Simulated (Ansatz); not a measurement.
**BClH6Si2: a ladder of functionals and wavefunction methods**

One table from this session's results is given with a row withheld; the runs are named, their logs left out.

Computed with Ansatz 0.2.0, Gaussian basis. Level: functionals in def2-TZVPP, the program's frozen cores in correlated methods.

The runs, in order: LDA (SPW92), PBE-D4, revPBE-D4, BLYP-D4, r2SCAN-D4, B97M-V, PBE0-D4, B3LYP-D4, r2SCANh-D4, r2SCAN0-D4, HSE06-D4, BHLYP-D4, CAM-B3LYP-D4, LC-ωPBE, ωB97X-V, ωB97M-V, B2PLYP, PBE-QIDH; CCSD(T)/def2-SVP; CCSD(T)/def2-TZVPP; MP2/def2-QZVPP; extrapolation to the limit; RPA on PBE.

## Structure used throughout

An earlier PBE0-D4 in a triple-zeta def2 set relaxation fixed the geometry.

SMILES `[SiH3][SiH2]BCl`, 10 atoms, charge 0, spin multiplicity 1.

Atoms are counted from 1 here; the program's logs count them from 0.

Bond lengths: Si1–Si2 2.348 Å, Si1–H5 1.488 Å, Si1–H6 1.487 Å, Si1–H7 1.487 Å, Si2–B3 2.005 Å, Si2–H8 1.489 Å, Si2–H9 1.490 Å, B3–Cl4 1.741 Å, B3–H10 1.194 Å. Angles: Si2–Si1–H5 110.1°, Si2–Si1–H6 110.6°, Si2–Si1–H7 109.7°, H5–Si1–H6 108.8°, H5–Si1–H7 108.7°, H6–Si1–H7 109.0°, Si1–Si2–B3 105.8°, Si1–Si2–H8 108.6°, Si1–Si2–H9 108.4°, B3–Si2–H8 112.3°, B3–Si2–H9 112.0°, H8–Si2–H9 109.5°, Si2–B3–Cl4 120.0°, Si2–B3–H10 123.7°, Cl4–B3–H10 116.1°.

Set-up of the first run:

The input, in.yaml:

```yaml
crystal:
  periodic: [false, false, false]
  atoms:
    - {symbol: Si, position_ang: [-1.288781, 0.809980, 0.628278]}
    - {symbol: Si, position_ang: [0.543972, -0.654929, 0.528775]}
    - {symbol: B, position_ang: [1.364224, -0.383289, -1.280359]}
    - {symbol: Cl, position_ang: [0.797352, -1.308034, -2.642291]}
    - {symbol: H, position_ang: [-0.833432, 2.211549, 0.425497]}
    - {symbol: H, position_ang: [-1.965035, 0.712865, 1.949473]}
    - {symbol: H, position_ang: [-2.264368, 0.466861, -0.440367]}
    - {symbol: H, position_ang: [0.051169, -2.046259, 0.722167]}
    - {symbol: H, position_ang: [1.486526, -0.304700, 1.627860]}
    - {symbol: H, position_ang: [2.191475, 0.444855, -1.516032]}
basis:
  gaussian: {orbitals: def2-TZVPP}
hamiltonian: {xc: lda}
output: {orbitals: {seedname: orbitals}}
```

Command:

```bash
$ ansatz run in.yaml --threads 2 --pin off --events-out ev --progress --plain --max-ram 4352MiB
```

Steps of the session up to this table: LDA; PBE-D4 (GGA); revPBE-D4 (GGA); BLYP-D4 (GGA); r2SCAN-D4 (meta-GGA); B97M-V (meta-GGA); B3LYP-D4 (hybrid); r2SCANh-D4 (hybrid); r2SCAN0-D4 (hybrid); HSE06-D4 (hybrid); BHLYP-D4 (hybrid); CAM-B3LYP-D4 (range-separated); LC-ωPBE (range-separated); ωB97X-V (range-separated); ωB97M-V (range-separated); B2PLYP (double hybrid); PBE-QIDH (double hybrid).

One table of the session follows, with a row left open; its other results are not shown here.

It belongs to the step «Orbital energies across the functionals». 

```
  functional  HOMO (eV)  LUMO (eV)  gap (eV)
 LDA (SPW92)      -6.70      -3.45      3.24
      PBE-D4      -6.61      -3.23      3.39
   revPBE-D4      -6.57      -3.13      3.44
     BLYP-D4      -6.48      -3.03      3.45
   r2SCAN-D4      -6.87      -2.99      3.88
      B97M-V      -6.99      -3.08      3.91
     PBE0-D4      -7.80      -2.33      5.46
    B3LYP-D4      -7.59      -2.49      5.10
  r2SCANh-D4          ?          ?         ?
  r2SCAN0-D4      -7.96      -2.20      5.76
    HSE06-D4      -7.40      -2.71      4.69
    BHLYP-D4      -8.86      -1.28      7.58
CAM-B3LYP-D4      -9.09      -1.20      7.89
     LC-ωPBE     -10.40      -0.11     10.29
     ωB97X-V     -10.07      -0.18      9.89
     ωB97M-V      -9.86      -0.38      9.48
```

Q: Estimate the row for r2SCANh-D4 from the others.

Worked estimate for «HOMO (eV)». Against the share of exact exchange, r2SCAN-D4 (0, -6.87), r2SCAN0-D4 (0.25, -7.96) give a slope of -4.36 per unit share; at 0.1 the line stands at -7.31.

**Answer.** HOMO (eV): -7.30; LUMO (eV): -2.67; gap (eV): 4.63. In «HOMO (eV)» the line misses by -0.01.
